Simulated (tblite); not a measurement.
# C5H15AlOSi: the cost of one run

Computed with tblite 0.8.0 and PySCF 2.14.0, with density-fitted response routines of our own, on a single molecule, in the gas phase or a continuum. Atoms count from 0, in the outputs and in this text.

### Step 1. The molecule as given

23 atoms, charge 0, multiplicity 1; geometry from: force field or distance geometry start.

Bonds of the start (Å): Al0–O1 1.79, O1–C2 1.40, C2–C3 1.52, C3–C4 1.52, C4–C5 1.49, C5–C6 1.46, C6–Si7 1.83, C5–O1 1.37, Al0–H8 1.60, Al0–H9 1.63, Al0–H10 1.56, C2–H11 1.11, C2–H12 1.12, C3–H13 1.13, C3–H14 1.09, C4–H15 1.11, C4–H16 1.10, C5–H17 1.14, C6–H18 1.13, C6–H19 1.13, Si7–H20 1.46, Si7–H21 1.46, Si7–H22 1.50.

### Step 2. Optimising the geometry with GFN2-xTB

The job: settings as JSON, then the geometry in Å.

```
{"job": {"kind": "relax", "xc": "GFN2-xTB", "basis": "xTB"}, "charge": 0, "multiplicity": 1}
Al    -0.784600     1.744100    -0.151900
O     -0.571500     0.351400     0.945700
C     -1.786800    -0.346600     0.939600
C     -1.728100    -1.334200    -0.212200
C     -0.305300    -1.130800    -0.704200
C      0.280700    -0.648700     0.572800
C      1.720600    -0.447800     0.654800
Si     2.483800     0.913800    -0.297100
H     -1.258400     1.367300    -1.634400
H     -2.035300     2.602900     0.456300
H      0.384000     2.777700    -0.248100
H     -2.660200     0.340200     0.860100
H     -1.937700    -0.907200     1.899000
H     -1.726000    -2.372600     0.231100
H     -2.490100    -1.179600    -0.970700
H      0.142700    -2.075900    -1.063500
H     -0.252100    -0.397300    -1.527500
H      0.050900    -1.494400     1.300100
H      2.038300    -0.344200     1.732900
H      2.230800    -1.397500     0.322200
H      3.876600     0.592000    -0.611100
H      1.772800     1.291300    -1.520700
H      2.550100     2.122900     0.582800
```

On the command line:

```console
$ OMP_NUM_THREADS=1 python probes_run.py task.json out
```

This one command runs all jobs of the session in turn.

Q: Estimate the wall time and peak memory of this first job on 1 thread of Arm Neoverse N1, shared host.

About 3.4 s, with a peak of 0.19 GiB.
